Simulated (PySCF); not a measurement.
# C7H11N2: the cost of one run

The runs use PySCF 2.14.0, with density-fitted response routines of our own; the level of theory stands in each step. All values are computed, except where a source is named. Atoms count from 0, in the outputs and in this text.

## Step 1: Starting geometry

20 atoms, charge 1, multiplicity 1; geometry from: GFN2-xTB.

Bonds of the start (Å): C0–N1 1.44, N1–C2 1.34, C2–C3 1.41, C3–C4 1.38, C4–C5 1.39, C5–N6 1.49, C5–C7 1.39, C7–C8 1.37, C8–C2 1.41, C0–H9 1.09, C0–H10 1.09, C0–H11 1.09, N1–H12 1.01, C3–H13 1.08, C4–H14 1.08, N6–H15 1.03, N6–H16 1.03, N6–H17 1.03, C7–H18 1.08, C8–H19 1.08.

## Step 2: Optimising the geometry at PBE0-D3(BJ)/def2-SVP

What the job is given:

```
{"job": {"xc": "PBE0", "basis": "def2-SVP", "d3": "d3bj", "grid": 1, "kind": "geom"}, "charge": 1, "multiplicity": 1}
C      3.219357     0.514701    -0.739405
N      2.306540    -0.121940     0.177690
C      0.968800    -0.119194     0.056936
C      0.314730     0.516596    -1.017000
C     -1.057936     0.506744    -1.108843
C     -1.810577    -0.136929    -0.137933
N     -3.294656    -0.128153    -0.231726
C     -1.195248    -0.777349     0.928963
C      0.175190    -0.769705     1.023752
H      3.029357     1.589045    -0.798853
H      3.133024     0.085233    -1.740318
H      4.235480     0.364051    -0.387287
H      2.701735    -0.597880     0.971879
H      0.887826     1.015674    -1.778704
H     -1.541792     1.000399    -1.938027
H     -3.681843     0.754814     0.130873
H     -3.589291    -0.231003    -1.211567
H     -3.678022    -0.904289     0.322995
H     -1.783243    -1.280619     1.681638
H      0.655419    -1.269518     1.849889
```

The run is started by

```console
$ OMP_NUM_THREADS=1 python probes_run.py task.json out
```

The driver reads the jobs from task.json and runs them one after another.

**Question.** How long does this first job take on 1 thread of Intel Xeon 6975P-C, shared host, and how much memory does it need?

About 71 s, with a peak of 0.86 GiB.
